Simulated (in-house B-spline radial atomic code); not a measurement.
# Te¹⁹⁺: G0W0 and RPA against the share of exact exchange in the start

Aim: vary the share of exact exchange in a PBE-based start for Te¹⁹⁺ and follow the mean-field level, the G0W0 level and the RPA energy.

Program: an in-house B-spline radial atomic code, version 1. Level of theory: RPA, second order, AC-SOSEX and G0W0 (contour deformation) on a scalar-relativistic mean field, all electrons; no spin-orbit coupling, Breit or QED terms, no two-electron picture change. These are calculated values, not measurements, unless marked.

**1. The atom as given**

* element: tellurium (Z = 52)
* charge: +19
* electrons: 33
* configuration: [Ar] 3d10 4s2 4p3
* Hamiltonian: scalar-relativistic (spin-free one-electron X2C), finite nucleus
* shares of exact exchange: 0.00, 0.10, 0.20, 0.30, 0.40, 0.50, 0.60, 0.70, 0.80, 0.90, 1.00

Outer shells as boxes (Hund's rule):

Te19+
```
[Ar] core
3d [↑↓][↑↓][↑↓][↑↓][↑↓]
4s [↑↓]
4p [↑ ][↑ ][↑ ]
```

**2. Run with 0 % exact exchange**

Settings of the run:

```ini
Z = 52
electrons = 33.0
configuration = [Ar] 3d10 4s2 4p3
hamiltonian = x2c
method = pbeh
lmax = 9
exact_exchange_fraction = 0.0
rms_radius = 4.7423
spin_polarised = True
box_radius = 4.23
intervals = 63
```

Started as:

```console
$ python run_gw.py task.json out
```

task.json lists these runs, among others, and the program works through them in turn.

Results of the run (chosen fields of its result record, rounded):

```text
{
  "status": "converged",
  "energies [hartree]": {
    "mean_field": -6644.17544,
    "exx_total": -6642.693131,
    "exchange": -157.6651193,
    "rpa": -2.675061,
    "rpa_summed": -2.6402878,
    "direct_second_order": -2.9052933,
    "second_order_exchange": 0.85517398,
    "sosex": 0.81249001
  },
  "rpa_by_multipole [hartree]": [-0.539501, -1.04948, -0.452097, -0.293362, -0.145758, -0.0820823, -0.0406172, -0.0225186, -0.0101962, -0.00374584, -0.000820405, -0.000113787],
  "polarisability [bohr^3: independent particles, RPA]": [0.405956, 0.251383],
  "gap [hartree]": 2.072211,
  "levels [hartree]": [
    {"name": "4p up", "occ": 1, "e": -20.14443, "sx": -2.38048, "vxc": -1.815857, "sc": -0.03232925, "z": 0.9783602, "qp": -20.74262, "tail": -0.001229149},
    {"name": "4s down", "occ": 1, "e": -21.90043, "sx": -1.932157, "vxc": -1.570775, "sc": -0.1664601, "z": 0.9801616, "qp": -22.42943, "tail": -0.001161682},
    {"name": "3d down", "occ": 1, "e": -38.93864, "sx": -5.747181, "vxc": -4.208707, "sc": 0.1803372, "z": 0.9813229, "qp": -40.29977, "tail": -0.002998628},
    {"name": "4p down", "occ": 0, "e": -19.82822, "sx": -0.8505164, "vxc": -1.498522, "sc": -0.1379558, "z": 0.9779866, "qp": -19.3194, "tail": -0.00123409}
  ]
}
```

It took 2.6 s on 1 thread, shared host.

In the record, exx_total is the Hartree-Fock functional on the start's orbitals, rpa_summed the RPA energy up to lmax and rpa the same with the tail beyond it, gap the smallest same-spin excitation energy of the start. For a level, e is the start's value, sx and sc the exchange and correlation self-energies, vxc the start's own term, z the quasi-particle weight, and qp = e + sx − vxc + sc + tail. Deeper levels of weight under 0.85 meet poles of the self-energy and are not shown.

G0W0 moves 4p↑ down by 16.3 eV, to -564.44 eV.

The largest part of the RPA energy comes from multipole 1 (40 % of the sum).

**3. Run with 10 % exact exchange**

Changes to the settings of step 2:

```diff
@@ -6,3 +6,3 @@
 lmax = 9
-exact_exchange_fraction = 0.0
+exact_exchange_fraction = 0.1
 rms_radius = 4.7423
```

Main fields:

```text
{
  "status": "converged",
  "energies [hartree]": {
    "mean_field": -6644.205596,
    "exx_total": -6642.697168,
    "exchange": -157.6727523,
    "rpa": -2.658371,
    "rpa_summed": -2.6236318,
    "direct_second_order": -2.8822881,
    "second_order_exchange": 0.84810555,
    "sosex": 0.80692561
  },
  "rpa_by_multipole [hartree]": [-0.536235, -1.04104, -0.449511, -0.291864, -0.145235, -0.0818586, -0.0405405, -0.0224872, -0.0101842, -0.00374207, -0.000819723, -0.000113729],
  "polarisability [bohr^3: independent particles, RPA]": [0.390832, 0.245699],
  "gap [hartree]": 2.173305,
  "levels [hartree]": [
    {"name": "4p up", "occ": 1, "e": -20.20615, "sx": -2.377793, "vxc": -1.87497, "sc": -0.03329979, "z": 0.9794761, "qp": -20.74351, "tail": -0.001228034},
    {"name": "4s down", "occ": 1, "e": -21.94403, "sx": -1.928282, "vxc": -1.610858, "sc": -0.1643052, "z": 0.9809549, "qp": -22.42692, "tail": -0.001160832},
    {"name": "3d down", "occ": 1, "e": -39.09969, "sx": -5.747367, "vxc": -4.370673, "sc": 0.1751183, "z": 0.9821706, "qp": -40.30427, "tail": -0.002996936},
    {"name": "4p down", "occ": 0, "e": -19.77073, "sx": -0.8461971, "vxc": -1.435164, "sc": -0.1353956, "z": 0.9790119, "qp": -19.31839, "tail": -0.001230583}
  ]
}
```

Wall time 2.7 s (1 thread, shared host).

Highest level 4p↑: -549.84 eV in the start, -564.46 eV after G0W0, weight 0.98.

**4. Run with 20 % exact exchange**

Changes to the settings of step 3:

```diff
@@ -6,3 +6,3 @@
 lmax = 9
-exact_exchange_fraction = 0.1
+exact_exchange_fraction = 0.2
 rms_radius = 4.7423
```

Main fields:

```text
{
  "status": "converged",
  "energies [hartree]": {
    "mean_field": -6644.23619,
    "exx_total": -6642.700756,
    "exchange": -157.6803643,
    "rpa": -2.6421445,
    "rpa_summed": -2.607439,
    "direct_second_order": -2.8601791,
    "second_order_exchange": 0.84136292,
    "sosex": 0.80156228
  },
  "rpa_by_multipole [hartree]": [-0.533012, -1.03293, -0.446983, -0.290398, -0.144717, -0.0816366, -0.0404643, -0.0224559, -0.0101723, -0.00373831, -0.000819043, -0.000113672],
  "polarisability [bohr^3: independent particles, RPA]": [0.376909, 0.240306],
  "gap [hartree]": 2.274181,
  "levels [hartree]": [
    {"name": "4p up", "occ": 1, "e": -20.26785, "sx": -2.375129, "vxc": -1.934052, "sc": -0.03416185, "z": 0.9804929, "qp": -20.74431, "tail": -0.001226723},
    {"name": "4s down", "occ": 1, "e": -21.98758, "sx": -1.924438, "vxc": -1.650875, "sc": -0.1622132, "z": 0.9816984, "qp": -22.42451, "tail": -0.001158762},
    {"name": "3d down", "occ": 1, "e": -39.26079, "sx": -5.747553, "vxc": -4.53268, "sc": 0.1701405, "z": 0.982931, "qp": -40.30852, "tail": -0.002997558},
    {"name": "4p down", "occ": 0, "e": -19.7134, "sx": -0.8419076, "vxc": -1.372141, "sc": -0.1329477, "z": 0.9799608, "qp": -19.31734, "tail": -0.001227057}
  ]
}
```

Run time: 2.7 s. Hardware: 1 thread, shared host.

Highest level 4p↑: -551.52 eV in the start, -564.48 eV after G0W0, weight 0.98.

**5. Run with 30 % exact exchange**

Changes to the settings of step 4:

```diff
@@ -6,3 +6,3 @@
 lmax = 9
-exact_exchange_fraction = 0.2
+exact_exchange_fraction = 0.3
 rms_radius = 4.7423
```

Main fields:

```text
{
  "status": "converged",
  "energies [hartree]": {
    "mean_field": -6644.26722,
    "exx_total": -6642.703898,
    "exchange": -157.6879552,
    "rpa": -2.6263486,
    "rpa_summed": -2.5916768,
    "direct_second_order": -2.8388833,
    "second_order_exchange": 0.83491321,
    "sosex": 0.79638313
  },
  "rpa_by_multipole [hartree]": [-0.529833, -1.02511, -0.444509, -0.288963, -0.144206, -0.0814165, -0.0403884, -0.0224248, -0.0101604, -0.00373456, -0.000818364, -0.000113615],
  "polarisability [bohr^3: independent particles, RPA]": [0.364046, 0.23518],
  "gap [hartree]": 2.37484,
  "levels [hartree]": [
    {"name": "4p up", "occ": 1, "e": -20.32951, "sx": -2.372487, "vxc": -1.993104, "sc": -0.03492854, "z": 0.9814233, "qp": -20.74504, "tail": -0.001225257},
    {"name": "4s down", "occ": 1, "e": -22.03107, "sx": -1.920624, "vxc": -1.69083, "sc": -0.1601824, "z": 0.9823961, "qp": -22.4222, "tail": -0.001156703},
    {"name": "3d down", "occ": 1, "e": -39.42192, "sx": -5.747737, "vxc": -4.694726, "sc": 0.1653818, "z": 0.9836001, "qp": -40.31255, "tail": -0.003000194},
    {"name": "4p down", "occ": 0, "e": -19.65623, "sx": -0.8376477, "vxc": -1.30945, "sc": -0.1306038, "z": 0.9808412, "qp": -19.31625, "tail": -0.001223509}
  ]
}
```

Wall time 2.7 s (1 thread, shared host).

Highest level 4p↑: -553.19 eV in the start, -564.50 eV after G0W0, weight 0.98.

**6. Run with 40 % exact exchange**

Changes to the settings of step 5:

```diff
@@ -6,3 +6,3 @@
 lmax = 9
-exact_exchange_fraction = 0.3
+exact_exchange_fraction = 0.4
 rms_radius = 4.7423
```

Main fields:

```text
{
  "status": "converged",
  "energies [hartree]": {
    "mean_field": -6644.298685,
    "exx_total": -6642.706597,
    "exchange": -157.6955253,
    "rpa": -2.6109542,
    "rpa_summed": -2.5763161,
    "direct_second_order": -2.818329,
    "second_order_exchange": 0.82872834,
    "sosex": 0.79137341
  },
  "rpa_by_multipole [hartree]": [-0.526695, -1.01756, -0.442088, -0.287558, -0.143701, -0.0811981, -0.040313, -0.0223938, -0.0101486, -0.00373081, -0.000817686, -0.000113558],
  "polarisability [bohr^3: independent particles, RPA]": [0.352124, 0.230302],
  "gap [hartree]": 2.475283,
  "levels [hartree]": [
    {"name": "4p up", "occ": 1, "e": -20.39114, "sx": -2.369867, "vxc": -2.052126, "sc": -0.03561101, "z": 0.9822777, "qp": -20.74571, "tail": -0.001223665},
    {"name": "4s down", "occ": 1, "e": -22.0745, "sx": -1.91684, "vxc": -1.730722, "sc": -0.1582105, "z": 0.9830519, "qp": -22.41998, "tail": -0.001154648},
    {"name": "3d down", "occ": 1, "e": -39.58309, "sx": -5.74792, "vxc": -4.856813, "sc": 0.1608204, "z": 0.9840792, "qp": -40.31637, "tail": -0.002997808},
    {"name": "4p down", "occ": 0, "e": -19.59921, "sx": -0.8334173, "vxc": -1.247087, "sc": -0.1283562, "z": 0.9816599, "qp": -19.31512, "tail": -0.001219935}
  ]
}
```

Wall time 2.7 s (1 thread, shared host).

Highest level 4p↑: -554.87 eV in the start, -564.52 eV after G0W0, weight 0.98.

**7. Run with 50 % exact exchange**

Changes to the settings of step 6:

```diff
@@ -6,3 +6,3 @@
 lmax = 9
-exact_exchange_fraction = 0.4
+exact_exchange_fraction = 0.5
 rms_radius = 4.7423
```

Main fields:

```text
{
  "status": "converged",
  "energies [hartree]": {
    "mean_field": -6644.330584,
    "exx_total": -6642.708854,
    "exchange": -157.7030748,
    "rpa": -2.5959355,
    "rpa_summed": -2.5613309,
    "direct_second_order": -2.7984543,
    "second_order_exchange": 0.82278412,
    "sosex": 0.78652016
  },
  "rpa_by_multipole [hartree]": [-0.523598, -1.01026, -0.439716, -0.28618, -0.143202, -0.0809815, -0.0402379, -0.0223629, -0.0101368, -0.00372708, -0.00081701, -0.000113501],
  "polarisability [bohr^3: independent particles, RPA]": [0.341039, 0.225651],
  "gap [hartree]": 2.575512,
  "levels [hartree]": [
    {"name": "4p up", "occ": 1, "e": -20.45274, "sx": -2.367269, "vxc": -2.11112, "sc": -0.03621883, "z": 0.9830649, "qp": -20.74633, "tail": -0.001221972},
    {"name": "4s down", "occ": 1, "e": -22.11787, "sx": -1.913085, "vxc": -1.770553, "sc": -0.1562952, "z": 0.983669, "qp": -22.41785, "tail": -0.001152592},
    {"name": "3d down", "occ": 1, "e": -39.74429, "sx": -5.748102, "vxc": -5.018938, "sc": 0.1563029, "z": 0.9764398, "qp": -40.32012, "tail": -0.002972013},
    {"name": "4p down", "occ": 0, "e": -19.54235, "sx": -0.8292162, "vxc": -1.185049, "sc": -0.1261982, "z": 0.9824228, "qp": -19.31394, "tail": -0.001216336}
  ]
}
```

It took 2.7 s on 1 thread, shared host.

The 4p↑ level moves from -556.55 to -564.54 eV (weight 0.98).

[end of part 1 of 2]
